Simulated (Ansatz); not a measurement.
# TiZnH12O6F6: the cost of one run

Method: DFT, PBE, plane-wave PAW, default files, scalar-relativistic, as far as a step names no other, in Ansatz 0.2.0.

## 1. Starting point

The structure is trigonal, space group R-3 (No. 148). The conventional cell has a = 9.661 Å, b = 9.661 Å, c = 10.143 Å, α = 90.00°, β = 90.00°, γ = 120.00°. Ti (site symmetry -3) has 6 F at 1.89 Å as nearest neighbours. Zn (site symmetry -3) is surrounded by 6 O at 2.11 Å. H (site symmetry 1) has 1 O at 0.98 Å as nearest neighbours. O (site symmetry 1) is surrounded by 2 H at 0.98 Å. F (site symmetry 1) is surrounded by 2 H at 1.76 to 1.77 Å and 1 Ti at 1.89 Å.

Structure file:

```cif
data_structure
_symmetry_space_group_name_H-M 'P 1'
_symmetry_Int_Tables_number 1
_cell_length_a 6.5222
_cell_length_b 6.5222
_cell_length_c 6.5222
_cell_angle_alpha 95.564
_cell_angle_beta 95.564
_cell_angle_gamma 95.564
_cell_volume 273.25
loop_
_atom_site_label
_atom_site_type_symbol
_atom_site_fract_x
_atom_site_fract_y
_atom_site_fract_z
_atom_site_occupancy
Ti1 Ti 0.50000 0.50000 0.50000 1
Zn1 Zn 0.00000 0.00000 0.00000 1
H1 H 0.04491 0.39364 0.21198 1
H2 H 0.19634 0.68010 0.82971 1
H3 H 0.17029 0.80366 0.31990 1
H4 H 0.21198 0.04491 0.39364 1
H5 H 0.31990 0.17029 0.80366 1
H6 H 0.39364 0.21198 0.04491 1
H7 H 0.60636 0.78802 0.95509 1
H8 H 0.68010 0.82971 0.19634 1
H9 H 0.78802 0.95509 0.60636 1
H10 H 0.82971 0.19634 0.68010 1
H11 H 0.80366 0.31990 0.17029 1
H12 H 0.95509 0.60636 0.78802 1
O1 O 0.06075 0.70321 0.87564 1
O2 O 0.12437 0.93925 0.29679 1
O3 O 0.29679 0.12437 0.93925 1
O4 O 0.70321 0.87564 0.06075 1
O5 O 0.87564 0.06075 0.70321 1
O6 O 0.93925 0.29679 0.12437 1
F1 F 0.24506 0.55885 0.36565 1
F2 F 0.36565 0.24506 0.55885 1
F3 F 0.44115 0.63435 0.75494 1
F4 F 0.55885 0.36565 0.24506 1
F5 F 0.63435 0.75494 0.44115 1
F6 F 0.75494 0.44115 0.63435 1
```

## 2. Single point at the given positions

input.yaml

```yaml
crystal:
  lattice:
    - [4.8303011599, 2.788775675, 3.3808404389]
    - [-4.8303011599, 2.788775675, 3.3808404389]
    - [0.0, -5.5775513499, 3.3808404389]
  atoms:
    - { symbol: Ti, position: [0.5, 0.5, 0.5] }
    - { symbol: Zn, position: [0.0, 0.0, 0.0] }
    - { symbol: H, position: [0.044909, 0.393643, 0.211978] }
    - { symbol: H, position: [0.196339, 0.6801, 0.829714] }
    - { symbol: H, position: [0.170286, 0.803661, 0.3199] }
    - { symbol: H, position: [0.211978, 0.044909, 0.393643] }
    - { symbol: H, position: [0.3199, 0.170286, 0.803661] }
    - { symbol: H, position: [0.393643, 0.211978, 0.044909] }
    - { symbol: H, position: [0.606357, 0.788022, 0.955091] }
    - { symbol: H, position: [0.6801, 0.829714, 0.196339] }
    - { symbol: H, position: [0.788022, 0.955091, 0.606357] }
    - { symbol: H, position: [0.829714, 0.196339, 0.6801] }
    - { symbol: H, position: [0.803661, 0.3199, 0.170286] }
    - { symbol: H, position: [0.955091, 0.606357, 0.788022] }
    - { symbol: O, position: [0.06075, 0.703208, 0.875635] }
    - { symbol: O, position: [0.124365, 0.93925, 0.296792] }
    - { symbol: O, position: [0.296792, 0.124365, 0.93925] }
    - { symbol: O, position: [0.703208, 0.875635, 0.06075] }
    - { symbol: O, position: [0.875635, 0.06075, 0.703208] }
    - { symbol: O, position: [0.93925, 0.296792, 0.124365] }
    - { symbol: F, position: [0.245058, 0.558848, 0.365648] }
    - { symbol: F, position: [0.365648, 0.245058, 0.558848] }
    - { symbol: F, position: [0.441152, 0.634352, 0.754942] }
    - { symbol: F, position: [0.558848, 0.365648, 0.245058] }
    - { symbol: F, position: [0.634352, 0.754942, 0.441152] }
    - { symbol: F, position: [0.754942, 0.441152, 0.634352] }
kpoints:
  mp_grid: { grid: [3, 3, 3] }
scf:
  occupations: { method: fermi_dirac, width: 0.02 }
hamiltonian:
  xc: pbe
  pseudopotentials: { kind: paw }
output:
  forces: true
  stress: true
  populations: true
  efg:
    quadrupole_moments_barn: { Ti: 0.247, Zn: 0.122, H: 0.00285783, O: -0.02558 }
    contact_densities: true
```

Command:

```
$ ansatz run input.yaml --threads 1 --pin off --max-ram 2560MiB --backend cpu --events-out ev --progress --plain --runs-dir out
```

**Question.** How long does this run take on 1 thread of Intel Xeon 6975P-C (Granite Rapids), shared host, and how much memory does it need?

About 11 s, with a peak of 0.65 GiB.
